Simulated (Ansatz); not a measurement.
# LaO4: the cost of one run

Computed with Ansatz 0.2.0 (DFT PBE, scalar-relativistic, plane waves, PAW, unless a step's input says otherwise).

2 further runs of the same task are left out: 1 that didn't finish, 1 set aside as unsound or not needed.

## (1) The starting structure

The structure is hexagonal, space group P6/mmm (No. 191). Conventional cell: a = 4.116 Å, b = 4.116 Å, c = 4.818 Å, α = 90.00°, β = 90.00°, γ = 120.00°. La (site symmetry 6/mmm) has 12 O at 2.80 Å as nearest neighbours. O (site symmetry 3m) is surrounded by 1 O at 1.87 Å.

As a file:

```
La O
1.0
     4.11586    0.00000    0.00000
    -2.05793    3.56444    0.00000
     0.00000    0.00000    4.81769
La O
1 4
Cartesian
  0.0000 0.0000 2.4088
  0.0000 2.3763 0.9340
  0.0000 2.3763 3.8837
  2.0579 1.1881 3.8837
  2.0579 1.1881 0.9340
```

The cell is invented: random cell by space group and Wyckoff sites (P6/mmm, No. 191). The dimensions are guesses.

## (2) A first look at the guess

The input, input.yaml:

```yaml
crystal:
  lattice:
    - [4.11585505, 0.0, 0.0]
    - [-2.05792753, 3.56443503, 0.0]
    - [0.0, 0.0, 4.81768503]
  atoms:
    - { symbol: La, position: [0.0, 0.0, 0.5] }
    - { symbol: O, position: [0.33333333, 0.66666667, 0.19386782] }
    - { symbol: O, position: [0.33333333, 0.66666667, 0.80613218] }
    - { symbol: O, position: [0.66666667, 0.33333333, 0.80613218] }
    - { symbol: O, position: [0.66666667, 0.33333333, 0.19386782] }
basis:
  ecutwfc: 420
kpoints:
  mp_grid: { grid: [6, 6, 4] }
hamiltonian:
  xc: pbe
scf:
  occupations: { method: gaussian, width: 0.1 }
  lower_state_search: "off"
output:
  forces: true
  stress: true
  eigenvalues: true
```

Launch:

```bash
$ ansatz run input.yaml --threads 1 --pin off --max-ram 2560MiB --backend cpu --events-out ev --progress --plain --runs-dir out
```

Q: Estimate wall time and peak memory on 1 thread of AMD EPYC 7R43 (Zen 3), shared host.

About 2.5 s, with a peak of 0.4 GiB.
